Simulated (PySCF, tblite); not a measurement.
# B₂H₇NO₂: geometry, infrared bands, NMR shifts and spin-spin couplings

Aim: predict the infrared bands, NMR shifts and spin-spin couplings of B₂H₇NO₂ (`[NH3+][BH2-]B(O)O`).

Programs: tblite 0.8.0 and PySCF 2.14.0, with density-fitted response routines of our own. Each step states its level of theory. These are calculated values for one molecule in the gas phase, unless marked as measured. Atoms count from 0, in the outputs and in this text.

**1. Starting geometry**

12 atoms, charge 0, multiplicity 1; geometry from: force field or distance geometry start.

Bonds of the start (Å): N0–B1 1.51, B1–B2 1.70, B2–O3 1.47, B2–O4 1.46, N0–H5 1.04, N0–H6 1.06, N0–H7 1.05, B1–H8 1.18, B1–H9 1.20, O3–H10 0.99, O4–H11 1.00.

**2. Relaxing the molecule with GFN2-xTB**

Job settings and geometry (Å):

```
{"job": {"kind": "relax", "xc": "GFN2-xTB", "basis": "xTB"}, "charge": 0, "multiplicity": 1}
N     -1.646800     0.235300     0.156600
B     -0.325600     0.055500    -0.547100
B      0.904700    -0.436200     0.512700
O      1.383000     0.550100     1.486400
O      1.898400    -1.335800    -0.066800
H     -1.559600     0.878900     0.963300
H     -2.385000     0.562800    -0.536500
H     -1.999100    -0.682600     0.525900
H      0.078700     1.022600    -1.090200
H     -0.410900    -0.799600    -1.377700
H      2.048200     1.092300     0.992000
H      2.015200    -1.144000    -1.044700
```

Command:

```console
OMP_NUM_THREADS=1 python probes_run.py task.json out
```

The driver reads the jobs from task.json and runs them one after another.

**Question.** This job is followed by: GFN2-xTB harmonic vibrations, gas phase; GIAO PBE0/pcSseg-1 NMR shielding, non-relativistic, gas phase; B3LYP/pcJ-1 indirect spin-spin coupling, non-relativistic, gas phase. What will the session give for the following? strongest single infrared mode (GFN2-xTB); zero-point energy (GFN2-xTB); 1H shifts against TMS (PBE0/pcSseg-1, means over atoms taken as alike); 15N shifts against NH3 (PBE0/pcSseg-1); 11B shifts against BF3·OEt2 (PBE0/pcSseg-1); 17O shifts against H2O (PBE0/pcSseg-1, means over atoms taken as alike); largest coupling of the table (B3LYP/pcJ-1).

The runs gave:

| quantity | value |
| --- | --- |
| strongest single infrared mode (GFN2-xTB) | 2380 cm⁻¹, 325 km/mol |
| zero-point energy (GFN2-xTB) | 57.6 kcal/mol |
| 1H shifts against TMS (PBE0/pcSseg-1, means over atoms taken as alike) | 4.16, 3.02, 1.98 ppm |
| 15N shifts against NH3 (PBE0/pcSseg-1) | 35.2 ppm |
| 11B shifts against BF3·OEt2 (PBE0/pcSseg-1) | 38.6, -30.3 ppm |
| 17O shifts against H2O (PBE0/pcSseg-1, means over atoms taken as alike) | 135.4 ppm |
| largest coupling of the table (B3LYP/pcJ-1) | 1J(B,H) B1–H8, 96.9 Hz |

The optimisation took 83 steps and gained 1.798 eV; among the close pairs (by a distance rule), N0–B1 changed most, from 1.508 to 1.658 Å. No mode is imaginary among the 30: a minimum at this level. The strongest single mode, at 2380 cm⁻¹, moves mainly H8 and H9. Unscaled tight-binding wavenumbers are off by several per cent, some by more. Its intensities can rank the bands wrongly. At PBE0/pcSseg-1: The widest tensor belongs to O3, O4: span 194 ppm, with a paramagnetic part of -189 ppm. Of the pairs tabulated at B3LYP/pcJ-1, B1–H8 (mean over like pairs) couples most strongly (96.9 Hz; Fermi contact 96.5 Hz). Couplings across rotatable bonds belong to this one conformer; where others are populated, the observed values are averages.
